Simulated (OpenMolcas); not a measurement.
# CHFGaN (SMILES N#[C][GaH][F]): levels of theory compared

We compute a comparison of 6 runs (HF/cc-pVDZ, B3LYP/cc-pVDZ, PBE/cc-pVDZ, SVWN5/cc-pVDZ, B3LYP/6-31G*, CCSD(T)/cc-pVDZ) of CHFGaN. 

Program for the calculation: OpenMolcas 26.06.

1 further run of the same task is left out (set aside as unsound or not needed).

## Step 1: The system as given

CHFGaN has 5 atoms, charge 0, and is taken as a singlet. SMILES: `N#[C][GaH][F]`. One bond was lengthened or shortened from a relaxed shape.

Bond lengths: N1–C2 1.152 Å, C2–Ga3 1.931 Å, Ga3–F4 1.741 Å, Ga3–H5 1.770 Å. Angles: N1–C2–Ga3 177.5°, C2–Ga3–F4 112.3°, C2–Ga3–H5 127.5°, F4–Ga3–H5 120.2°.

## Step 2: The energy at HF/cc-pVDZ (run 1)

File test.inp:

```
>>> EXPORT MOLCAS_PRINT=2

&GATEWAY
 BasLib=$CurrDir
 Coord
 5
 angstrom
 N        1.148155      -1.876790       1.293019
 C        0.575155      -1.084290       0.683319
 Ga      -0.325545       0.299410      -0.318481
 F       -1.790545      -0.273090      -1.065581
 H        0.179200       1.982700      -0.525600
 Basis=cc-pVDZ
 Group=NoSym

&SEWARD

&SCF
 Thresholds=1e-10 1e-07 1e-07 1e-05
 PrOrbitals=0
```

The basis set cc-pVDZ is read from a file made from the Basis Set Exchange's data (not shown).

On the command line:

```bash
$ export MOLCAS_MEM=1860
$ pymolcas test.inp > test.log
```

The program printed:

```text
--- Start Module: gateway ---
[...]
--- Stop Module: gateway /rc=_RC_ALL_IS_WELL_ ---
--- Start Module: seward ---
[...]
      Basis functions           74
--- Stop Module: seward /rc=_RC_ALL_IS_WELL_ ---
[...]
--- Start Module: scf ---
[...]
       Convergence after  15 Iterations
[...]
::    Total SCF energy                              -2115.5905854539
[...]
      Total spin, S                                     0.0000000000
[...]
      Total electronic charge=   54.000000
      Total            charge=   -0.000000
[...]
      Dipole Moment (debye):
      Origin of the operator (angstrom)=   -0.2897   -0.1901   -0.1429
                   X=  3.6123E-01               Y=  2.9837E+00               Z= -7.0388E-01           Total=  3.0869E+00
      Quadrupole Moment (debye*angstrom):
[...]
--- Stop Module: scf /rc=_RC_ALL_IS_WELL_ ---
[...]
```

Run time: 4.5 s. Hardware: 1 thread of Intel Xeon Platinum 8375C at 2.90GHz (Ice Lake), shared host; peak memory 0.43 GiB.

## Step 3: The energy at B3LYP/cc-pVDZ (run 2)

File calc.input:

```
&GATEWAY
 BasLib = $CurrDir
 Coord
 5
 angstrom
 N        1.148155      -1.876790       1.293019
 C        0.575155      -1.084290       0.683319
 Ga      -0.325545       0.299410      -0.318481
 F       -1.790545      -0.273090      -1.065581
 H        0.179200       1.982700      -0.525600
 Basis = cc-pVDZ
 Group = NoSym

&SEWARD
 GridInput
 Grid=UltraFine
 End of Grid

&SCF
 KSDFT = B3LYP
 Thresholds = 1e-10 1e-07 1e-07 1e-05
 PrOrbitals = 1 1
```

The basis set cc-pVDZ is read from a file made from the Basis Set Exchange's data (not shown).

On the command line:

```bash
$ export MOLCAS_MEM=1860
$ pymolcas calc.input > calc.log
```

The program printed:

```text
--- Start Module: gateway ---
[...]
--- Stop Module: gateway /rc=_RC_ALL_IS_WELL_ ---
--- Start Module: seward ---
[...]
      Basis functions           74
--- Stop Module: seward /rc=_RC_ALL_IS_WELL_ ---
[...]
--- Start Module: scf ---
[...]
       Convergence after  14 Iterations
[...]
::    Total KS-DFT energy                           -2118.1883704095
[...]
      Total spin, S                                     0.0000000000
[...]
      Total electronic charge=   54.000000
      Total            charge=   -0.000000
[...]
      Dipole Moment (debye):
      Origin of the operator (angstrom)=   -0.2897   -0.1901   -0.1429
                   X=  1.5437E-01               Y=  2.7001E+00               Z= -7.4604E-01           Total=  2.8055E+00
      Quadrupole Moment (debye*angstrom):
[...]
--- Stop Module: scf /rc=_RC_ALL_IS_WELL_ ---
[...]
```

Run time: 14 s. Hardware: 1 thread of Intel Xeon Platinum 8375C at 2.90GHz (Ice Lake), shared host; peak memory 0.43 GiB.

Runs 3 to 5 aren't shown in full; the table further down has their settings and results.

## Step 4: The energy at CCSD(T)/cc-pVDZ (run 6)

File calc.inp:

```
* CHFGaN CCSD(T)
>>> EXPORT MOLCAS_PRINT=2

&GATEWAY
  BASLIB
  $CurrDir
  COORD
  5
  bohr
  N      2.16969850    -3.54661909     2.44345178
  C      1.08688543    -2.04901114     1.29128577
  Ga    -0.61519089     0.56580290    -0.60184187
  F     -3.38363966    -0.51606531    -2.01365625
  H      0.33863892     3.74675999    -0.99324005
  BASIS
  cc-pVDZ
  GROUP
  NoSym

&SEWARD

&SCF
  THRESHOLDS
  1e-10 1e-07 1e-07 1e-05
  PRORBITALS
  0

&RASSCF
  FILEORB
  $Project.ScfOrb
  SPIN
  1
  NACTEL
  0 0 0
  INACTIVE
  27
  RAS2
  0
  OUTORBITALS
  Canonical
  ORBLISTING
  Few

&MOTRA
  JOBIPH
  FROZEN
  12

&CCSDT
  CCT
  TRIPLES
  2
  ITERATIONS
  80
  ACCURACY
  1e-08
  EXTRAPOLATION
  5 4
```

The basis set cc-pVDZ is read from a file made from the Basis Set Exchange's data (not shown).

On the command line:

```bash
$ export MOLCAS_MEM=1860
$ pymolcas calc.inp > calc.log
```

The program printed:

```text
--- Start Module: gateway ---
[...]
--- Stop Module: gateway /rc=_RC_ALL_IS_WELL_ ---
[...]
      Basis functions           74
[...]
       Convergence after  18 Iterations
[...]
::    Total SCF energy                              -2115.5905854543
[...]
      Total spin, S                                     0.0000000000
[...]
      Number of active orbitals                  0
[...]
      Spin quantum number                      0.0
[...]
      Active orbitals                            0
[...]
      Number of CSFs                             1
[...]
      Number of root(s) required                 1
[...]
      Convergence after  4 iterations
[...]
      Natural orbitals and occupation numbers for root  1
      ************************************************************************************************************************
      *                                                    Final results                                                     *
      ************************************************************************************************************************
[...]
::    RASSCF root number  1 Total energy:  -2115.59058545
[...]
      Total electronic charge=   54.000000
      Total            charge=   -0.000000
[...]
      Dipole Moment (debye):
      Origin of the operator (angstrom)=   -0.2897   -0.1901   -0.1429
                   X=  3.6123E-01               Y=  2.9837E+00               Z= -7.0388E-01           Total=  3.0869E+00
      Quadrupole Moment (debye*angstrom):
[...]
--- Start Module: motra ---
[...]
      *** WARNING: Default frozen orbitals is overwritten by user input.
      *** Default values:  17
[...]
--- Stop Module: motra /rc=_RC_ALL_IS_WELL_ ---
--- Start Module: ccsdt ---
[...]
      Convergence after                    17  Iterations
      Total energy (diff) :   -2116.14927088       0.00000000
[...]
 METHOD                       : CCSD+T(CCSD)+<T3(1)WT1> = CCSD(T)
[...]
       CCSD     =     -2116.1492708772853
[...]
--- Stop Module: ccsdt /rc=_RC_ALL_IS_WELL_ ---
[...]
```

It took 35 s on 1 thread of Intel Xeon Platinum 8375C at 2.90GHz (Ice Lake), shared host; peak memory 0.43 GiB.

## Step 5: All runs side by side

| run | level | integration grid | frozen core orbitals | energy (Eh) | dipole moment (D) of the reference | HOMO energy (eV) | LUMO energy (eV) | wall time |
| --- | --- | --- | --- | --- | --- | --- | --- | --- |
| 1 | HF/cc-pVDZ | – | – | -2115.590585 | 3.09 | -13.04 | 0.39 | 4.5 s |
| 2 | B3LYP/cc-pVDZ | UltraFine | – | -2118.188370 | 2.81 | -9.50 | -2.71 | 14 s |
| 3 | PBE/cc-pVDZ | UltraFine | – | -2117.640370 | 2.66 | -8.20 | -3.23 | 15 s |
| 4 | SVWN5/cc-pVDZ | UltraFine | – | -2113.683245 | 2.79 | -8.32 | -3.49 | 11 s |
| 5 | B3LYP/6-31G* (spherical functions) | UltraFine | – | -2117.925516 | 2.84 | -9.48 | -2.71 | 13 s |
| 6 | CCSD(T)/cc-pVDZ | – | 12 | -2116.168019 | 3.09 | -13.04 | 0.39 | 35 s |

## Step 6: Summary of results

| quantity | value |
| --- | --- |
| run 6: total energy | -2116.16802 Eh |
| run 6: dipole moment (mean-field density) | 3.09 D |
| run 6: HOMO energy (Hartree–Fock orbitals) | -13.04 eV |
| run 6: LUMO energy (Hartree–Fock orbitals) | 0.39 eV |
| run 6: HOMO–LUMO gap (Hartree–Fock orbitals) | 13.43 eV |
| run 6: correlation energy (12 core orbitals frozen) | -577.4 mEh |
| run 6: (T) correction | -18.75 mEh |

Over runs 1, 2, 3, 4, 5 the dipole moment (its size) runs from 2.66 D (PBE/cc-pVDZ) to 3.09 D (HF/cc-pVDZ). Over runs 1, 2, 3, 4, 5 the HOMO–LUMO gap runs from 4.83 eV (SVWN5/cc-pVDZ) to 13.43 eV (HF/cc-pVDZ). Exact exchange widens orbital gaps. Totals of different functionals can't be ranked against each other. All runs together took 92 s, the longest 35 s.
